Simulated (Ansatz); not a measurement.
Rh, space group P6_3/mmc: a test of the smearing width, run with the Ansatz DFT code, driven from Python.

The script, `rh.py`:
```python
# -*- coding: utf-8 -*-
"""How the energy of Rh depends on the smearing."""

import csv

import ansatz as az

rh = (
    az.Lattice.from_parameters(2.691745, 2.691745, 8.79807, alpha=90.0, beta=90.0, gamma=120.0)
    .atom("Rh", (0.0, 0.0, 0.0))
    .atom("Rh", (1 / 3, 2 / 3, 0.25))
    .atom("Rh", (0.0, 0.0, 0.5))
    .atom("Rh", (2 / 3, 1 / 3, 0.75))
)

job = (
    rh.calculation()
    .pseudopotentials("paw", azcp={"folder": "soft_1"})
    .functional("pbesol")
    .kpoints(length=22)
    .basis(420)
    .stress()
)

rows = []
for value in [0.5, 0.3, 0.2, 0.1]:
    summary = job.occupations("gaussian", width=value).run(threads=1, backend="cpu").report
    rows.append((value, summary["free_energy_ev"] / len(summary["lattice"]["sites"]), summary["n_iterations"], sum(summary["stress_gpa"][i][i] for i in range(3)) / 3, summary["n_kpoints"]))

with open("smear.csv", "w", newline="") as handle:
    writer = csv.writer(handle)
    writer.writerow(["width (eV)", "F/atom (eV)", "iterations", "P (GPa)", "k-points"])
    writer.writerows([round(v, 5) if isinstance(v, float) else v for v in row] for row in rows)

# differences from the last row
for row in rows[:-1]:
    shift = 1000 * (row[1] - rows[-1][1])
    print(f"{row[0]}: {shift:+.2f} meV/atom" + ("  (within 5 meV)" if abs(shift) < 5 else ""))
```

How much does the free energy per atom change between the narrowest and the widest smearing, and why?

Going from 0.1 to 0.5 eV changes F by -82.8 meV an atom. With this scheme F falls roughly as the square of the width; the report's estimate for zero width (energy_sigma0_ev) moves by only +6.3 meV. The pressure moves from -5.73 to -3.81 GPa.

The run itself:

```console
$ python rh.py
DeckWarning: soft_1/Rh.paw.azcp: the record states the generating functional pbe (its physics header spells it `PBE`), which answers neither for hamiltonian.xc's functional nor for the pbesol family's — results may be inconsistent (PPs are generated against a specific XC)
0.5: -82.76 meV/atom
0.3: -25.20 meV/atom
0.2: -8.77 meV/atom
```
(Warnings from the package without file and line.)

`smear.csv`, as written:
```csv
width (eV),F/atom (eV),iterations,P (GPa),k-points
0.5,-6338.85591,7,-3.81331,24
0.3,-6338.79835,8,-5.11014,24
0.2,-6338.78192,8,-5.52197,24
0.1,-6338.77315,7,-5.7272,24
```

Reading the output:
- The mesh is modest for a metal, so energies can be off by several to tens of meV an atom and pressures by half a GPa or more; differences at equal mesh fare better.
- The free energy holds a sizeable smearing term, which stands for no physical temperature.
- The PAW files read here were made with PBE, not with each functional that runs on them.
- The narrowest width needs the finest mesh, so the last row is no converged reference.
- Pressure is positive in compression.
- This isn't the structure that Rh takes at ambient conditions.
- It ran for 8.1 s on 1 thread of Intel(R) Xeon(R) Processor @ 2.30GHz (shared host), peak memory 0.5 GiB.
